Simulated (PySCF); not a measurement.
# C7H11N: the cost of one run

Programs: PySCF 2.14.0, with routines of our own; each step states its level. All values are computed. Atoms count from 0.

## (1) The starting structure

19 atoms, charge 0, multiplicity 1; geometry from: GFN2-xTB.

## (2) Magnetic properties: GIAO KT3/pcSseg-1

Job settings and geometry (Å):

```
{"job": {"kind": "mag", "xc": "KT3", "basis": "pcSseg-1", "isotopologues": 2}, "charge": 0, "multiplicity": 1}
C      2.436540    -0.556303     0.066115
C      1.010452    -0.094163     0.099443
C      0.024091    -0.852202     0.554838
C     -1.428467    -0.460050     0.566223
N     -2.258248    -1.351985    -0.254102
C     -1.633470     0.945088     0.085357
C     -0.656605     1.717409    -0.354325
C      0.777507     1.299202    -0.408526
H      2.526294    -1.574350     0.436550
H      3.060776     0.093954     0.679083
H      2.822538    -0.519578    -0.952842
H      0.230824    -1.852732     0.916790
H     -1.820759    -0.547973     1.591841
H     -2.154869    -2.311087     0.061948
H     -1.945360    -1.310093    -1.219410
H     -2.658537     1.284072     0.091643
H     -0.862697     2.722204    -0.699417
H      1.383969     2.003735     0.174275
H      1.136219     1.374101    -1.442947
```

Level: GIAO KT3/pcSseg-1 magnetisability, rotational g tensor and spin-rotation constants, non-relativistic, gas phase.

The run is started by

```sh
> OMP_NUM_THREADS=1 python excited_run.py task.json out
```

One launch serves the whole session: the jobs run in the order shown.

**Question.** How long does this first job take on 1 thread of Intel Xeon 6975P-C, shared host, and how much memory does it need?

About 54 s, with a peak of 0.7 GiB.
